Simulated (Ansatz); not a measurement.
# FeSi (FeSi): further runs on the relaxed cell

The task, for FeSi (FeSi): relax it again with other functionals.

The COD entry's cell or inner coordinates are ideal or old and differ from later refinements, so a difference from it is no clean test against experiment.

Computed with Ansatz 0.2.0 (DFT PBE, scalar-relativistic, plane waves, PAW, unless a step's input says otherwise).

2 further runs of the same task are left out: 2 set aside as unsound or not needed.

**1. The starting structure**

Symmetry: P2_13, No. 198, cubic system. Conventional cell: a = 4.448 Å, b = 4.448 Å, c = 4.448 Å, α = 90.00°, β = 90.00°, γ = 90.00°. Fe (site symmetry 3) has 7 Si at 2.27 to 2.50 Å as nearest neighbours. Si (site symmetry 3) has 7 Fe at 2.27 to 2.50 Å as nearest neighbours.

Coordinates:

```
Fe Si
1.0
     4.44797    0.00000    0.00000
     0.00000    4.44797    0.00000
     0.00000    0.00000    4.44797
Fe Si
4 4
Direct
  0.13599 0.13599 0.13599
  0.36401 0.86401 0.63599
  0.63599 0.36401 0.86401
  0.86401 0.63599 0.36401
  0.84071 0.84071 0.84071
  0.65929 0.15929 0.34071
  0.34071 0.65929 0.15929
  0.15929 0.34071 0.65929
```

This cell was relaxed beforehand with the same method: volume 11.00 Å³/atom, gap on the mesh 0.17 eV.

**2. The cell under PBEsol**

File input.yaml:

```yaml
crystal:
  lattice:
    - [4.4479696592, 0.0, 0.0]
    - [0.0, 4.4479696592, 0.0]
    - [0.0, 0.0, 4.4479696592]
  atoms:
    - { symbol: Fe, position: [0.1359900669, 0.1359900669, 0.1359900669] }
    - { symbol: Fe, position: [0.3640099331, 0.8640099331, 0.6359900669] }
    - { symbol: Fe, position: [0.6359900669, 0.3640099331, 0.8640099331] }
    - { symbol: Fe, position: [0.8640099331, 0.6359900669, 0.3640099331] }
    - { symbol: Si, position: [0.8407102842, 0.8407102842, 0.8407102842] }
    - { symbol: Si, position: [0.6592897158, 0.1592897158, 0.3407102842] }
    - { symbol: Si, position: [0.3407102842, 0.6592897158, 0.1592897158] }
    - { symbol: Si, position: [0.1592897158, 0.3407102842, 0.6592897158] }
basis:
  ecutwfc: 420
kpoints:
  mp_grid: { grid: [8, 8, 8] }
hamiltonian:
  xc: pbesol
scf:
  occupations: { method: gaussian, width: 0.01 }
output:
  forces: true
  stress: true
  eigenvalues: true
relax:
  adjacent_minimum: "off"
  f_tol: 0.005
  max_steps: 50
  cell: { stress_tol: 0.05 }
```

Command:

```bash
$ ansatz run input.yaml --threads 2 --pin off --max-ram 5120MiB --backend cpu --events-out ev --progress --plain --runs-dir out
```

**3. Relaxing with PBE+D3(BJ)**

input.yaml: that of step 2 with these lines changed.

```diff
@@ -19,3 +19,4 @@
 hamiltonian:
-  xc: pbesol
+  xc: pbe
+  dispersion: d3bj
 scf:
```

**4. Relaxing with LDA**

input.yaml: that of step 3 with these lines changed.

```diff
@@ -19,4 +19,3 @@
 hamiltonian:
-  xc: pbe
-  dispersion: d3bj
+  xc: lda
 scf:
```

**5. The cell under r2SCAN**

input.yaml: that of step 4 with these lines changed.

```diff
@@ -15,3 +15,3 @@
 basis:
-  ecutwfc: 420
+  ecutwfc: 500
 kpoints:
@@ -19,3 +19,3 @@
 hamiltonian:
-  xc: lda
+  xc: r2scan
 scf:
@@ -26,2 +26,6 @@
   eigenvalues: true
+  write_density: true
+  write_potential: true
+  elf: true
+  volumetric_format: npy
 relax:
```

(Steps that only read results are left out.)

Q: Predict the outcome of this session.

The runs gave:

The volumes rise in the order LDA, PBE+D3(BJ), r2SCAN, PBEsol, PBE, over 5.5 %. PBE comes nearest to the reported cell (-6.6 %).
